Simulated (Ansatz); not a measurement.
# CH11NOSi3: the cost of one run

Program: Ansatz 0.2.0. Level of theory: RKS PBE0/6-31G. These are calculated values, not measurements.

### Step 1. The structure to begin with

Bond lengths (14 of 16 bonds, heavy atoms first): Si1–O2 1.680 Å, O2–Si3 1.680 Å, Si1–C7 1.870 Å, Si1–Si11 2.218 Å, Si1–N15 1.819 Å, Si3–H4 1.460 Å, Si3–H5 1.460 Å, Si3–H6 1.460 Å, C7–H8 1.110 Å, C7–H9 1.110 Å, C7–H10 1.110 Å, Si11–H12 1.460 Å, Si11–H13 1.460 Å, Si11–H14 1.460 Å. Angles (14 of 28 angles, heavy atoms first): Si1–O2–Si3 125.0°, O2–Si1–C7 109.4°, O2–Si1–Si11 109.5°, O2–Si1–N15 109.5°, C7–Si1–Si11 109.5°, C7–Si1–N15 109.5°, Si11–Si1–N15 109.5°, O2–Si3–H4 109.5°, O2–Si3–H5 109.5°, O2–Si3–H6 109.5°, Si1–C7–H8 109.5°, Si1–C7–H9 109.5°, Si1–C7–H10 109.5°, Si1–Si11–H12 109.5°.

Its coordinates follow in the input file.

### Step 2. Preparing the start

The input, input.yaml:

```yaml
crystal:
  periodic: [false, false, false]
  atoms:
    - { symbol: Si, position_ang: [0.0, 0.0, 0.0] }
    - { symbol: O, position_ang: [0.0, 0.0, 1.68] }
    - { symbol: Si, position_ang: [-1.3147, -0.4067, 2.6436] }
    - { symbol: H, position_ang: [-2.239, -1.2403, 1.8804] }
    - { symbol: H, position_ang: [-0.8506, -1.1432, 3.8157] }
    - { symbol: H, position_ang: [-1.9987, 0.8095, 3.0733] }
    - { symbol: C, position_ang: [1.7634, 0.0, -0.6227] }
    - { symbol: H, position_ang: [2.1111, -1.0463, -0.7509] }
    - { symbol: H, position_ang: [1.8119, 0.5276, -1.5981] }
    - { symbol: H, position_ang: [2.4154, 0.5187, 0.1108] }
    - { symbol: Si, position_ang: [-1.0456, 1.8115, -0.7393] }
    - { symbol: H, position_ang: [-2.4302, 1.478, -1.0607] }
    - { symbol: H, position_ang: [-1.0215, 2.8436, 0.2931] }
    - { symbol: H, position_ang: [-0.3743, 2.3069, -1.9374] }
    - { symbol: "N", position_ang: [-0.8572, -1.4851, -0.6061] }
    - { symbol: H, position_ang: [-1.3922, -2.1014, 0.0704] }
    - { symbol: H, position_ang: [-0.8219, -1.7344, -1.6357] }
basis:
  gaussian: { orbitals: "6-31G" }
hamiltonian:
  xc: pbe0
relax:
  f_tol: 0.02
  max_steps: 40
```

Launch:

```console
$ ansatz run input.yaml --threads 1 --pin off --max-ram 2048MiB --backend cpu --events-out ev --progress --plain --runs-dir out
```

What time and memory should one allow on 1 thread of Arm Neoverse V1, shared host?

About 4.2 min, with a peak of 0.24 GiB.
